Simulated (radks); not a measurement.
# Taking charge from the 4s level of Br in fractions

Aim: follow energy and eigenvalue as charge leaves the 4s level of Br bit by bit, and test Janak's theorem, Slater's transition state and the straight-line condition.

Method: scalar-relativistic Kohn-Sham, LDA (Slater exchange, Perdew-Wang correlation), spin-polarised, spherical densities, finite nucleus; open shells are filled with parallel spins first. Code: radks (a radial shooting solver on a logarithmic mesh, Libxc functionals) version 1.

## 1. Starting point

```
element            : bromine (Z = 35)
charge             : 0
electrons          : 35
configuration      : [Ar] 3d10 4s(up 1, down 1) 4p5
nuclear rms radius : 4.1629 fm
```

A shell typed twice in an input gives spin up, then spin down.

## 2. Start: [Ar] 3d10 4s(up 1, down 1) 4p5

Settings of this run:

```text
Z 35
configuration [Ar] 3d10 4s1 4s1 4p5
relativity scalar-relativistic
functional lda,pw
spin polarised
nucleus finite rms 4.1629 fm
c 137.035999084
```

## 3. 0.1 electron removed from 4s

Settings of this run:

```text
Z 35
configuration [Ar] 3d10 4s1 4s0.9 4p5
relativity scalar-relativistic
functional lda,pw
spin polarised
nucleus finite rms 4.1629 fm
c 137.035999084
```

## 4. 0.2 electron removed from 4s

Settings of this run:

```text
Z 35
configuration [Ar] 3d10 4s1 4s0.8 4p5
relativity scalar-relativistic
functional lda,pw
spin polarised
nucleus finite rms 4.1629 fm
c 137.035999084
```

## 5. 0.3 electron removed from 4s

Settings of this run:

```text
Z 35
configuration [Ar] 3d10 4s1 4s0.7 4p5
relativity scalar-relativistic
functional lda,pw
spin polarised
nucleus finite rms 4.1629 fm
c 137.035999084
```

## 6. 0.4 electron removed from 4s

Settings of this run:

```text
Z 35
configuration [Ar] 3d10 4s1 4s0.6 4p5
relativity scalar-relativistic
functional lda,pw
spin polarised
nucleus finite rms 4.1629 fm
c 137.035999084
```

## 7. 0.5 electron removed from 4s

Settings of this run:

```text
Z 35
configuration [Ar] 3d10 4s1 4s0.5 4p5
relativity scalar-relativistic
functional lda,pw
spin polarised
nucleus finite rms 4.1629 fm
c 137.035999084
```

## 8. 0.6 electron removed from 4s

Settings of this run:

```text
Z 35
configuration [Ar] 3d10 4s1 4s0.4 4p5
relativity scalar-relativistic
functional lda,pw
spin polarised
nucleus finite rms 4.1629 fm
c 137.035999084
```

## 9. 0.7 electron removed from 4s

Settings of this run:

```text
Z 35
configuration [Ar] 3d10 4s1 4s0.3 4p5
relativity scalar-relativistic
functional lda,pw
spin polarised
nucleus finite rms 4.1629 fm
c 137.035999084
```

## 10. 0.8 electron removed from 4s

Settings of this run:

```text
Z 35
configuration [Ar] 3d10 4s1 4s0.2 4p5
relativity scalar-relativistic
functional lda,pw
spin polarised
nucleus finite rms 4.1629 fm
c 137.035999084
```

## 11. 0.9 electron removed from 4s

Settings of this run:

```text
Z 35
configuration [Ar] 3d10 4s1 4s0.1 4p5
relativity scalar-relativistic
functional lda,pw
spin polarised
nucleus finite rms 4.1629 fm
c 137.035999084
```

## 12. 1 electron removed from 4s

Settings of this run:

```text
Z 35
configuration [Ar] 3d10 4s1 4s0 4p5
relativity scalar-relativistic
functional lda,pw
spin polarised
nucleus finite rms 4.1629 fm
c 137.035999084
```

Q: Predict the outcome of this session. Wanted: for each run, removed; E − E(0); eigenvalue; E minus straight line.

The runs gave:

```
removed (e)  E − E(0) (eV)  eigenvalue (eV)  E minus straight line (eV)
          0          0.000          -19.943                       0.000
        0.1          2.043          -20.932                      -0.464
        0.2          4.186          -21.935                      -0.828
        0.3          6.430          -22.953                      -1.092
        0.4          8.777          -23.984                      -1.253
        0.5         11.227          -25.027                      -1.310
        0.6         13.782          -26.082                      -1.262
        0.7         16.443          -27.148                      -1.108
        0.8         19.212          -28.225                      -0.847
        0.9         22.088          -29.312                      -0.478
          1         25.074          -30.407                       0.000
```

In words: Removing the whole electron costs 25.074 eV, against 19.943 eV from minus the starting eigenvalue. Slater's transition state, half an electron removed, gives 25.027 eV. The trapezoid integral of minus the eigenvalue gives 25.077 eV over the range, against 25.074 eV from the energies (Janak's theorem; approximate here, since the scalar-relativistic density holds large components alone). The eigenvalue moves by 10.5 eV per electron. E bends below the straight line by 1.31 eV at 0.5 electron removed.
